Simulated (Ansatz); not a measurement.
Working through a comparison of dispersion corrections of CH₇BGeO₂, SMILES [CH3][GeH2][B](O)O

Program: the Ansatz DFT code, driven from Python.

`ch7bgeo2.xyz`
```text
12

C    -1.22090    1.35740   -0.06830
Ge    0.36320    0.62210    0.62450
B     0.62620   -1.18500   -0.22820
O    -0.26630   -2.22690   -0.04970
O     1.86820   -1.45030   -1.01180
H    -1.43330    2.41410    0.37870
H    -2.09900    0.74100    0.16210
H    -1.14270    1.52960   -1.18710
H     0.24710    0.48440    2.20420
H     1.56700    1.55080    0.31340
H    -0.07610   -2.71310    0.79910
H     1.64360   -1.17920   -1.90300
```

Typed at the interpreter:
```pycon
>>> import warnings
>>> import ansatz
>>> SETTINGS = {
...     "basis_set": "def2-SVP",
... }
>>> warnings.simplefilter("ignore", ansatz.DeckWarning)
>>> geometry = ansatz.Crystal.molecule_from_extxyz("ch7bgeo2.xyz")
>>> model = geometry.calculation()
>>> model = model.basis(gaussian=SETTINGS["basis_set"])
>>> for name in ["b3lyp", "revpbe"]:
...     for correction in ("d3bj", "d4"):
...         data = model.functional(name, dispersion=correction).run(threads=1, backend="cpu").report
...         print(f"{name:8s} {correction:5s} total {data['free_energy_ev']:.5f} eV, of which dispersion {1000 * data['dispersion']['energy']['ev']:.2f} meV")
...
b3lyp    d3bj  total -62431.35819 eV, of which dispersion -396.62 meV
b3lyp    d4    total -62431.31898 eV, of which dispersion -357.41 meV
revpbe   d3bj  total -62423.82727 eV, of which dispersion -540.98 meV
revpbe   d4    total -62423.94058 eV, of which dispersion -654.29 meV
```

Total energies depend on the basis set; only differences at equal settings carry meaning. The geometry is a force-field or estimated start, not a minimum of this method, and the basis set is short of its limit. D4 holds the three-body term, and d3bj doesn't. b3lyp holds the VWN-RPA fit, as in Gaussian; the form of ORCA and Turbomole is b3lyp5. The whole script took 21 s on 1 thread of Arm Neoverse V1, with other jobs on the host, peak memory 0.32 GiB.
